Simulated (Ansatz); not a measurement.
# C7H7: the cost of one run

Program: Ansatz 0.2.0. Level of theory: the levels named in each step. These are calculated values, not measurements.

## Step 1: The system as given

Bond lengths: C1–C2 1.210 Å, C2–C3 1.379 Å, C3–C4 1.402 Å, C4–C5 1.359 Å, C5–C6 1.494 Å, C3–C7 1.504 Å, C6–C7 1.539 Å, C1–H8 1.049 Å, C4–H9 1.076 Å, C5–H10 1.075 Å, C6–H11 1.095 Å, C6–H12 1.093 Å, C7–H13 1.093 Å, C7–H14 1.093 Å. Angles (14 of 23 angles, heavy atoms first): C1–C2–C3 179.6°, C2–C3–C4 126.8°, C2–C3–C7 123.8°, C4–C3–C7 109.5°, C3–C4–C5 111.0°, C4–C5–C6 111.1°, C5–C6–C7 104.2°, C3–C7–C6 104.2°, C2–C1–H8 179.5°, C3–C4–H9 123.6°, C5–C4–H9 125.5°, C4–C5–H10 126.4°, C6–C5–H10 122.5°, C5–C6–H11 111.1°.

Structure file:

```xyz
14

C     2.8851    0.5624   -0.2020
C     1.6970    0.3512   -0.1091
C     0.3446    0.1012   -0.0079
C    -0.6272    0.9514    0.5392
C    -1.8612    0.3848    0.4741
C    -1.8006   -0.9671   -0.1594
C    -0.3102   -1.1654   -0.4866
H     3.9127    0.7547   -0.2825
H    -0.4056    1.9205    0.9517
H    -2.7803    0.8178    0.8245
H    -2.4243   -1.0101   -1.0580
H    -2.1751   -1.7361    0.5212
H     0.1100   -2.0366    0.0226
H    -0.1392   -1.3105   -1.5568
```

## Step 2: A rough first relaxation, PBE-D4/def2-SVP

This run stands in another session on the same molecule. It ended at:

```xyz
14

C     2.9365    0.5738   -0.2049
C     1.7221    0.3623   -0.1082
C     0.3542    0.1045   -0.0078
C    -0.6368    0.9649    0.5470
C    -1.8882    0.3858    0.4802
C    -1.8203   -0.9755   -0.1594
C    -0.3155   -1.1732   -0.4899
H     3.9964    0.7659   -0.2894
H    -0.4126    1.9553    0.9678
H    -2.8212    0.8427    0.8400
H    -2.4621   -1.0316   -1.0678
H    -2.2098   -1.7660    0.5214
H     0.1180   -2.0621    0.0176
H    -0.1352   -1.3288   -1.5756
```

## Step 3: Relaxation, HF/STO-3G

input.yaml

```yaml
crystal:
  periodic: [false, false, false]
  atoms:
    - { symbol: C, position_ang: [2.93648845, 0.57383484, -0.20487767] }
    - { symbol: C, position_ang: [1.72211242, 0.36234899, -0.10818411] }
    - { symbol: C, position_ang: [0.35419275, 0.10448079, -0.00783745] }
    - { symbol: C, position_ang: [-0.63677642, 0.96493001, 0.54698201] }
    - { symbol: C, position_ang: [-1.88815365, 0.38583028, 0.48019501] }
    - { symbol: C, position_ang: [-1.82034076, -0.97549994, -0.15944686] }
    - { symbol: C, position_ang: [-0.31551554, -1.17323789, -0.48990552] }
    - { symbol: H, position_ang: [3.99643599, 0.76591764, -0.28938299] }
    - { symbol: H, position_ang: [-0.41263859, 1.95531602, 0.96776566] }
    - { symbol: H, position_ang: [-2.82115989, 0.84268341, 0.84000511] }
    - { symbol: H, position_ang: [-2.462134, -1.03164564, -1.06780704] }
    - { symbol: H, position_ang: [-2.20975263, -1.76604574, 0.52137039] }
    - { symbol: H, position_ang: [0.11795811, -2.06207806, 0.01760432] }
    - { symbol: H, position_ang: [-0.13523624, -1.3288147, -1.57560087] }
magnetization:
  spin_polarized: true
  initial_magnetization: 1
basis:
  gaussian: { orbitals: STO-3G }
hamiltonian:
  xc: hf
relax:
  f_tol: 0.004
  max_steps: 150
```

Command:

```
$ ansatz run input.yaml --threads 4 --pin off --max-ram 10240MiB --backend cpu --events-out ev --progress --plain --runs-dir out
```

What time and memory should one allow on 4 threads of Intel Xeon at 2.50GHz (Skylake/Cascade Lake), shared host?

About 15 s, with a peak of 0.12 GiB.
